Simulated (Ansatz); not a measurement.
**EuPd3Si2 (Imma): equation of state**

An exercise on one series of results from a longer session: the logs are not shown, and one member is left open.

Program: Ansatz 0.2.0. Level of theory: DFT PBE+U (U_eff = 6 eV on Eu 4f), scalar-relativistic, plane waves, PAW. These are calculated values, not measurements.

These runs use a low cutoff (300 eV) and a coarse mesh on purpose, to show what cheap settings give: their numbers aren't properties of the material.

## The starting structure

Symmetry: Imma, No. 74, orthorhombic system. The conventional cell has a = 7.210 Å, b = 10.201 Å, c = 5.774 Å, α = 90.00°, β = 90.00°, γ = 90.00°. Eu (site symmetry mm2) has 12 Pd at 3.20 to 3.70 Å and 6 Si at 3.21 to 3.54 Å and 2 Eu at 3.62 Å as nearest neighbours. Around Si (site symmetry m) lie 6 Pd at 2.48 to 2.54 Å and 1 Si at 2.67 Å and 3 Eu at 3.21 to 3.54 Å. Around Pd (site symmetry 2) lie 4 Si at 2.48 to 2.51 Å. Pd (site symmetry 2/m) has 4 Si at 2.54 Å as nearest neighbours.

Coordinates:

```xyz
12
Lattice="-3.6052 5.1007 2.8869 3.6052 -5.1007 2.8869 3.6052 5.1007 -2.8869" Properties=species:S:1:pos:R:3 pbc="T T T"
Eu    3.6052    2.5504   -1.2595
Eu    0.0000    2.5504    4.1465
Si    3.6052    0.8043    1.8237
Si    3.6052    4.2964    1.8237
Si    0.0000    4.2964    1.0632
Si    0.0000    0.8043    1.0632
Pd    1.4748    0.0000    2.8869
Pd    2.1304    5.1007    0.0000
Pd    1.8026    2.5504    1.4435
Pd   -1.8026    2.5504    1.4435
Pd    5.0800    0.0000    0.0000
Pd    2.1304    0.0000    0.0000
```

An earlier run at PBE+U (U_eff = 6 eV on Eu 4f) left this cell at 17.696 Å³/atom and 0.10 GPa (4×4×4 mesh).

Volume factors to run: 0.980, 1.020, 0.960, 1.040.

Set-up of the first run:

input.yaml

```yaml
crystal:
  lattice:
    - [-3.5810172863, 5.0665044179, 2.8675530432]
    - [3.5810172863, -5.0665044179, 2.8675530432]
    - [3.5810172863, 5.0665044179, -2.8675530432]
  atoms:
    - { symbol: Eu, position: [0.0318558219, 0.2818558219, 0.75], spin: 7.64 }
    - { symbol: Eu, position: [0.9681441781, 0.7181441781, 0.25], spin: 7.64 }
    - { symbol: Si, position: [0.3946952938, 0.8158513069, 0.5788439869] }
    - { symbol: Si, position: [0.73700732, 0.8158513069, 0.9211560131] }
    - { symbol: Si, position: [0.6053047062, 0.1841486931, 0.4211560131] }
    - { symbol: Si, position: [0.26299268, 0.1841486931, 0.0788439869] }
    - { symbol: Pd, position: [0.5, 0.7045329109, 0.2045329109] }
    - { symbol: Pd, position: [0.5, 0.2954670891, 0.7954670891] }
    - { symbol: Pd, position: [0.5, 0.5, 0.5] }
    - { symbol: Pd, position: [0.5, 0.0, 0.0] }
    - { symbol: Pd, position: [0.0, 0.7045329109, 0.7045329109] }
    - { symbol: Pd, position: [0.0, 0.2954670891, 0.2954670891] }
basis:
  ecutwfc: 300
  ecutrho_ratio: 4
kpoints:
  mp_grid: { grid: [4, 4, 4] }
hamiltonian:
  xc: pbe
  hubbard:
    sites:
      - { species: Eu, l: f, u_eff: 6.0, starting_ns: start.occupation_matrices }
    ns_hold: { iters: 6 }
scf:
  occupations: { method: gaussian, width: 0.05 }
  lower_state_search: "off"
output:
  forces: true
  stress: true
  eigenvalues: true
  populations: true
magnetization:
  spin_polarized: true
relax:
  f_tol: 0.01
  max_steps: 40
  cell: { stress_tol: 0.1, fix: [volume] }
```

The open shells start from the occupation matrices of the run at the neighbouring geometry (file start.occupation_matrices).

Started as:

```
> ansatz run input.yaml --threads 4 --pin off --max-ram 10240MiB --backend cpu --events-out ev --progress --plain --runs-dir out
```

Among the steps run: Volume × 0.980; At 1.020 of the relaxed volume; Scaling the volume by 0.960; Scaling the volume by 1.040.

One of the session's tables, all rows but one given; the rest of the session is left out.

It belongs to the step «The fit». 

| volume (Å³/atom) | energy (meV/atom) | pressure (GPa) | moment of atom 1 (μB) |
| --- | --- | --- | --- |
| 16.988 | 11.87 | 5.26 | 6.92 |
| 17.342 | 2.39 | 2.54 | 6.93 |
| 17.696 | 0.00 | 0.10 | 6.94 |
| 18.050 | ? | ? | ? |
| 18.404 | 9.11 | -3.91 | 6.96 |

Q: Estimate the row for volume (Å³/atom) = 18.050 from the others.

Worked estimate for «energy (meV/atom)». A straight line through the neighbours (17.696, 0.00) and (18.404, 9.11) gives 0.00 + (9.11 − 0.00) × (18.050 − 17.696) / (18.404 − 17.696) = 4.55; a parabola fitted to 3 rows on both sides gives 2.24.

The run gave: energy (meV/atom): 3.05; pressure (GPa): -2.03; moment of atom 1 (μB): 6.95. In «energy (meV/atom)» the line misses by +1.50 and the parabola by -0.81.

Limits of these values: Warnings in the runs' records: cutoff below recommended, filled band counts differ across k points, stability check not made.
